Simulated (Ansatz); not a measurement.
# Ge3Te2O: the cost of one run

Computed with Ansatz 0.2.0 (DFT PBE, scalar-relativistic, plane waves, PAW, unless a step's input says otherwise).

## Step 1: Starting point

The structure is tetragonal, space group P-4m2 (No. 115). The conventional cell has a = 3.933 Å, b = 3.933 Å, c = 8.678 Å, α = 90.00°, β = 90.00°, γ = 90.00°. Around Ge (site symmetry 2mm) lie 5 Te at 2.98 to 3.08 Å. Ge (site symmetry -4m2) has 4 O at 2.78 Å and 4 Te at 3.00 Å in its first shell of neighbours. Around Te (site symmetry 2mm) lie 7 Ge at 2.98 to 3.08 Å and 2 O at 3.00 Å. O (site symmetry -4m2) has 4 Ge at 2.78 Å in its first shell of neighbours.

Coordinates:

```xyz
6
Lattice="3.9334 0.0000 0.0000 0.0000 3.9334 0.0000 0.0000 0.0000 8.6775" Properties=species:S:1:pos:R:3 pbc="T T T"
Ge    1.9667    0.0000    3.3302
Ge    0.0000    1.9667    5.3473
Ge    0.0000    0.0000    0.0000
Te    1.9667    0.0000    6.4144
Te    0.0000    1.9667    2.2632
O     1.9667    1.9667    0.0000
```

A structure generator made this guess: species swapped into a database cell of Zr2Sb3Pd (P-4m2, No. 115), with Te on the Zr sites, Ge on the Sb sites and O on the Pd sites. The dimensions are guesses.

## Step 2: The guess as it stands, on a coarse mesh

Input file input.yaml:

```yaml
crystal:
  lattice:
    - [3.93343984, 0.0, 0.0]
    - [0.0, 3.93343984, 0.0]
    - [0.0, 0.0, 8.67754325]
  atoms:
    - { symbol: Ge, position: [0.5, 0.0, 0.38377401] }
    - { symbol: Ge, position: [0.0, 0.5, 0.61622599] }
    - { symbol: Ge, position: [0.0, 0.0, 0.0] }
    - { symbol: Te, position: [0.5, 0.0, 0.73919302] }
    - { symbol: Te, position: [0.0, 0.5, 0.26080698] }
    - { symbol: O, position: [0.5, 0.5, 0.0] }
basis:
  ecutwfc: 420
kpoints:
  mp_grid: { grid: [4, 4, 2] }
hamiltonian:
  xc: pbe
scf:
  occupations: { method: gaussian, width: 0.1 }
  lower_state_search: "off"
output:
  forces: true
  stress: true
  eigenvalues: true
```

On the command line:

```
$ ansatz run input.yaml --threads 1 --pin off --max-ram 2560MiB --backend cpu --events-out ev --progress --plain --runs-dir out
```

Q: Estimate wall time and peak memory on 1 thread of Arm Neoverse V2, shared host.

About 5.8 s, with a peak of 0.35 GiB.
